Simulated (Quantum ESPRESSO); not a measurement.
Set up this calculation in Quantum ESPRESSO 7.5, as the native input.

- Task: relaxation of the atoms
- Functional: PBEsol
- Potentials or basis: PseudoDojo 0.4.1 SR PBEsol standard
- Cutoff: 1088 eV
- Density cutoff: 4354 eV
- k mesh: 10 × 10 × 1
- Occupations: gaussian, width 0.02 eV
- Spin: no spin polarisation
- Mixing beta: 0.5
- Most SCF iterations: 120
- SCF threshold: 6e-10 Ry
- Most ionic steps: 40
- Forc conv thr: 0.0004 Ry/bohr
- Etot conv thr: 1e-05 Ry
- Ion dynamics: bfgs

Sheet: MoS2, a sheet with vacuum.

```
CELL_PARAMETERS angstrom
3.09778 0.00000 0.00000
-1.54889 2.68276 0.00000
0.00000 0.00000 21.13000
ATOMIC_POSITIONS crystal
S 0.66667 0.33333 0.42593
Mo 0.33333 0.66667 0.50000
S 0.66667 0.33333 0.57407
```

The cell was built by a generator and needn't be a form met in nature.

These files were run (other wordings do the same):

pw.in

```
&CONTROL
  calculation = 'relax'
  prefix = 'pwscf'
  outdir = './tmp'
  pseudo_dir = './pseudo'
  tprnfor = .true.
  disk_io = 'low'
  nstep = 40
  forc_conv_thr = 0.0004
  etot_conv_thr = 1d-05
/
&SYSTEM
  ibrav = 0
  nat = 3
  ntyp = 2
  ecutwfc = 80
  nbnd = 20
  occupations = 'smearing'
  smearing = 'gaussian'
  degauss = 0.00146997
/
&ELECTRONS
  conv_thr = 6d-10
  electron_maxstep = 120
  mixing_beta = 0.5
/
&IONS
  ion_dynamics = 'bfgs'
/
ATOMIC_SPECIES
S     32.0600 S.upf
Mo    95.9500 Mo.upf
CELL_PARAMETERS angstrom
   3.0977800000    0.0000000000    0.0000000000
  -1.5488900000    2.6827561754    0.0000000000
   0.0000000000    0.0000000000   21.1300000000
ATOMIC_POSITIONS crystal
S      0.6666666667    0.3333333333    0.4259346900
Mo     0.3333333333    0.6666666667    0.5000000000
S      0.6666666667    0.3333333333    0.5740653100
K_POINTS automatic
10 10 1 0 0 0
```

Potentials or basis: PseudoDojo 0.4.1 SR PBEsol standard.

Launch:

```console
$ OMP_NUM_THREADS=1 pw.x -in pw.in > pw.out
```

Results of the run:

* Energy gained by relaxing: 0.5 meV/atom
* Ionic steps: 4
* Band gap on the k mesh: 2.08 eV, indirect (least direct gap 2.22 eV)

Run time: 5.7 min on 1 thread of Intel(R) Xeon(R) Platinum 8375C CPU @ 2.90GHz (Ice Lake), with other jobs on the host, peak memory 0.21 GiB.
